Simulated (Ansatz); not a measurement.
**Br (diamond type): how the settings move a single-point run**

How sensitive is a single-point run of Br (diamond type) to its settings? A reference run comes first, then two runs with altered input.

Computed with Ansatz 0.2.0 (reference: DFT, LDA, all-electron LAPW, scalar-relativistic, unless a step's input says otherwise).

### Step 1. Starting point

It takes space group Fd-3m (No. 227, cubic). The conventional cell has a = 6.728 Å, b = 6.728 Å, c = 6.728 Å, α = 90.00°, β = 90.00°, γ = 90.00°. Br (site symmetry -43m) has 4 Br at 2.91 Å in its first shell of neighbours.

Structure file:

```
Br
1.0
     0.00000    3.36395    3.36395
     3.36395    0.00000    3.36395
     3.36395    3.36395    0.00000
Br
2
Direct
  0.87500 0.87500 0.87500
  0.12500 0.12500 0.12500
```

### Step 2. The reference run

File input.yaml:

```yaml
crystal:
  lattice:
    - [0.0, 3.3639508418, 3.3639508418]
    - [3.3639508418, 0.0, 3.3639508418]
    - [3.3639508418, 3.3639508418, 0.0]
  atoms:
    - { symbol: Br, position: [-0.125, -0.125, -0.125] }
    - { symbol: Br, position: [0.125, 0.125, 0.125] }
kpoints:
  mp_grid: { grid: [11, 11, 11] }
  band_path:
    path:
      - [0.0, 0.0, 0.0]
      - [0.5, 0.0, 0.5]
      - [0.625, 0.25, 0.625]
      - [0.375, 0.375, 0.75]
      - [0.0, 0.0, 0.0]
      - [0.5, 0.5, 0.5]
      - [0.5, 0.25, 0.75]
      - [0.5, 0.0, 0.5]
    npoints: 14
scf:
  occupations: { method: fermi_dirac, width: 0.08 }
hamiltonian:
  xc: lda
  pseudopotentials: { kind: all_electron, lapw: { basis_error: 0.001 } }
output:
  forces: true
  stress: true
  eigenvalues: true
  populations: true
  dos: { projected: true, de: 0.2, e_range: [-14, 8] }
```

Launch:

```
$ ansatz run input.yaml --threads 1 --pin off --max-ram 2048MiB --backend cpu --events-out ev --progress --plain --runs-dir out
```

From the output:

```text
[...]
Basis set: ecut = 173.2001431888884 eV, 411 PW (Γ), exchange–correlation at level 2
[...]
k-points: 56 of 1331
[...]
SCF iter   1: F=—  HF=-141670.517805 eV  |F-HF|=—  |Δ(HF+E_count)|=         —  Δρ=2.27e-3  dr2=2.70e-3  ethr=5.21e-6  ⟨swp⟩=4.0  Hψ=11411  notcnv=0
preconditioner: auto → LDOS  [metal: Δε(μ)=0.021 eV  Ē_g=12.377 eV  σ=0.080 eV  W_gap=0.07  n_scr=14 (ndim 8)  ℏωp=15.9 eV  f_vac=0.387  D(μ)=4.08/eV (n_scr^D=50)  β→1.0]
[...]
SCF iter   2: F=—  HF=-141670.515693 eV  |F-HF|=—  |Δ(HF+E_count)|=   2.11e-3  Δρ=5.52e-4  dr2=2.56e-4  ethr=5.13e-7  ⟨swp⟩=2.0  Hψ=8400  notcnv=0
[...]
SCF iter   5: F=—  HF=-141670.515689 eV  |F-HF|=—  |Δ(HF+E_count)|=   6.68e-6  Δρ=1.38e-5  dr2=2.10e-7  ethr=9.60e-9  ⟨swp⟩=2.0  Hψ=4928  notcnv=0
SCF iter   6: F=-141670.515689 eV  HF=-141670.515689 eV  |F-HF|=1.46e-10  |Δ(HF+E_count)|=   2.66e-8  Δρ=1.76e-6  dr2=2.94e-9  ethr=4.20e-10  ⟨swp⟩=2.0  Hψ=4928  notcnv=0
[...]
SCF converged after 6 iterations
Free energy (F): -141670.515689 eV
[...]
E sigma→0 (E₀):  -141670.472989 eV
[...]
Fermi energy:    2.729276 eV
[...]
  P = ⅓ Tr σ = -0.0010 GPa (-0.010 kbar)
[...]
```

Wall time 7.3 s (1 thread of AMD EPYC 9R45 (Zen 5), shared host); peak memory 0.36 GiB.

### Step 3. Variant: scf.algorithm direct_min

input.yaml: that of step 2 with these lines changed.

```diff
@@ -23,2 +23,3 @@
   occupations: { method: fermi_dirac, width: 0.08 }
+  algorithm: direct_min
 hamiltonian:
@@ -31,2 +32 @@
   populations: true
-  dos: { projected: true, de: 0.2, e_range: [-14, 8] }
```

Launch:

```
$ ansatz run input.yaml --threads 1 --pin off --max-ram 2048MiB --backend cpu --events-out ev --progress --plain --runs-dir out
```

Standard output, cut to the lines that bear on the results:

```text
Br: projections on atomic orbitals take those of the free atom 1s2 2s2 2p6 3s2 3p6 3d10 4s2 4p5, of charge +0.00 (hamiltonian.pseudopotentials.projection_atoms)
LAPW: plane waves up to 6.742 Å⁻¹, error target 1.0e-3 eV per atom; small_component_spin mean_spin; Br in spheres of 1.457 Å, 25 of its electrons in bands, Dirac shells []
[...]
Pseudopotentials: kind: all_electron
Pseudopotential: Br, LAPW, valence charge 25, Koelling and Harmon's equation, gaussian nucleus
Functional definition: SPW92
[...]
Crystal: 2 atoms, lattice volume = 76.134 Å³
Basis set: ecut = 173.2001431888884 eV, 411 PW (Γ), exchange–correlation at level 2
Bands: 30, of which v1, the nominal top of the filled ones, is band 25 counted from 1 (24 counted from 0)
Symmetry: 48 space group operations
Space group: Fd-3m (ITA 227), of the structure as read, at distance tolerance 4.2e-5 Å
k-points: 56 of 1331
[...]
SCF iter   1: F=—  HF=-141670.517805 eV  |F-HF|=—  |Δ(HF+E_count)|=         —  Δρ=2.27e-3  dr2=2.70e-3  ethr=5.21e-6  ⟨swp⟩=4.0  Hψ=11411  notcnv=0
[...]
SCF iter   5: F=-141670.515689 eV  HF=-141670.515689 eV  |F-HF|=4.66e-10  |Δ(HF+E_count)|=   2.28e-8  Δρ=1.01e-7  dr2=5.59e-12  ethr=4.42e-11  ⟨swp⟩=2.8  Hψ=5145  notcnv=0
[...]
NSCF: frozen V_eff on 99 k-points
SCF converged after 5 iterations
Stability not checked: this state was not tested for a lower state beside it, because a direct minimisation reached the state, and no test of it is asked (direct_minimisation; see scf.lower_state_search)
Free energy (F): -141670.515689 eV
[...]
E sigma→0 (E₀):  -141670.472989 eV
Entropy (-TS):   -0.085399 eV (-42.700 meV/atom)
Fermi energy:    2.729229 eV
[...]
--- Forces (eV/Å), atoms counted from 1 ---
  atom   1  Br     0.00000000    -0.00000000     0.00000000
  atom   2  Br     0.00000000    -0.00000000     0.00000000
[...]
--- Stress (GPa, compression-positive) ---
       -0.001007       0.000000       0.000000
        0.000000      -0.001007      -0.000000
        0.000000      -0.000000      -0.001007
  P = ⅓ Tr σ = -0.0010 GPa (-0.010 kbar)
--- Band table (eV; the first three rows and the last of 56) ---
[...]
--- Löwdin populations: 2 sites ---
  site symbol       q [e]
     0     Br     34.9777
     1     Br     34.9777
  spilling = 0.000636 (of n_electrons = 70.000000)
```

Wall time 11 s (1 thread of AMD EPYC 9R45 (Zen 5), shared host); peak memory 0.46 GiB.

With the changed solver the energy agrees within 0.5 meV/atom.

### Step 4. Variant: mp_grid.grid [6, 6, 6]

input.yaml: that of step 2 with these lines changed.

```diff
@@ -9,3 +9,3 @@
 kpoints:
-  mp_grid: { grid: [11, 11, 11] }
+  mp_grid: { grid: [6, 6, 6] }
   band_path:
@@ -31,2 +31 @@
   populations: true
-  dos: { projected: true, de: 0.2, e_range: [-14, 8] }
```

Launch:

```
$ ansatz run input.yaml --threads 1 --pin off --max-ram 2048MiB --backend cpu --events-out ev --progress --plain --runs-dir out
```

Standard output, cut to the lines that bear on the results:

```text
Br: projections on atomic orbitals take those of the free atom 1s2 2s2 2p6 3s2 3p6 3d10 4s2 4p5, of charge +0.00 (hamiltonian.pseudopotentials.projection_atoms)
LAPW: plane waves up to 6.742 Å⁻¹, error target 1.0e-3 eV per atom; small_component_spin mean_spin; Br in spheres of 1.457 Å, 25 of its electrons in bands, Dirac shells []
[...]
[... 3 set-up lines as earlier in the session ...]
[...]
Crystal: 2 atoms, lattice volume = 76.134 Å³
Basis set: ecut = 173.2001431888884 eV, 411 PW (Γ), exchange–correlation at level 2
Bands: 30, of which v1, the nominal top of the filled ones, is band 25 counted from 1 (24 counted from 0)
[... 2 set-up lines as earlier in the session ...]
k-points: 16 of 216
[...]
SCF iter   6: F=-141670.516114 eV  HF=-141670.516114 eV  |F-HF|=1.75e-10  |Δ(HF+E_count)|=   2.75e-8  Δρ=1.74e-6  dr2=2.88e-9  ethr=4.17e-10  ⟨swp⟩=2.0  Hψ=1408  notcnv=0
[...]
NSCF: frozen V_eff on 99 k-points
SCF converged after 6 iterations
Free energy (F): -141670.516114 eV
[...]
E sigma→0 (E₀):  -141670.473481 eV
Entropy (-TS):   -0.085265 eV (-42.632 meV/atom)
Fermi energy:    2.732871 eV
[...]
--- Forces (eV/Å), atoms counted from 1 ---
  atom   1  Br     0.00000000     0.00000000     0.00000000
  atom   2  Br     0.00000000     0.00000000     0.00000000
[...]
--- Stress (GPa, compression-positive) ---
       -0.001900      -0.000000       0.000000
       -0.000000      -0.001900      -0.000000
        0.000000      -0.000000      -0.001900
  P = ⅓ Tr σ = -0.0019 GPa (-0.019 kbar)
--- Band table (eV; the first three rows and the last of 16) ---
[...]
--- Löwdin populations: 2 sites ---
  site symbol       q [e]
     0     Br     34.9778
     1     Br     34.9778
  spilling = 0.000635 (of n_electrons = 70.000000)
```

Wall time 4.6 s (1 thread of AMD EPYC 9R45 (Zen 5), shared host); peak memory 0.29 GiB.

Changing the k-point mesh leaves the energy as it was (-0.2 meV/atom).

### Step 5. Comparison

| run | ending | energy change | pressure (GPa) | gap (eV) | force (eV/Å) | cycles | time |
| --- | --- | --- | --- | --- | --- | --- | --- |
| reference | converged | 0 | 0.0 | 0.00 | 0.00 | 6 | 7.3 s |
| 1: scf.algorithm direct_min | converged | 0.0 meV/atom | 0.0 | 0.00 | 0.00 | 5 | 11 s |
| 2: mp_grid.grid [6, 6, 6] | converged | -0.2 meV/atom | 0.0 | 0.00 | 0.00 | 6 | 4.6 s |

Times don't compare one to one where runs were asked for different outputs or read a saved state (see the inputs); cycles may leave out searches for a lower state.

Residual by cycle in the longest SCF loop of each run; runs are numbered as in the table. The quantity is the density residual dr2, in eV.

| cycle | reference | run 1 | run 2 |
| --- | --- | --- | --- |
| 1 | 0.0027 | 0.0027 | 0.0027 |
| 2 | 2.6e-4 | 9.1e-5 | 2.6e-4 |
| 3 | 1.8e-5 | 9.8e-6 | 1.8e-5 |
| 4 | 4.8e-6 | 2.2e-8 | 4.8e-6 |
| 5 | 2.1e-7 | 5.6e-12 | 2.1e-7 |
| 6 | 2.9e-9 | - | 2.9e-9 |

What this shows: Of the converged runs whose energies compare with the reference's, «mp_grid.grid [6, 6, 6]» moves the energy most (-0.2 meV/atom) and «scf.algorithm direct_min» least (0.0 meV/atom). Of the variants the dearest is «scf.algorithm direct_min» (11 s), the cheapest «mp_grid.grid [6, 6, 6]» (4.6 s), on a shared host.
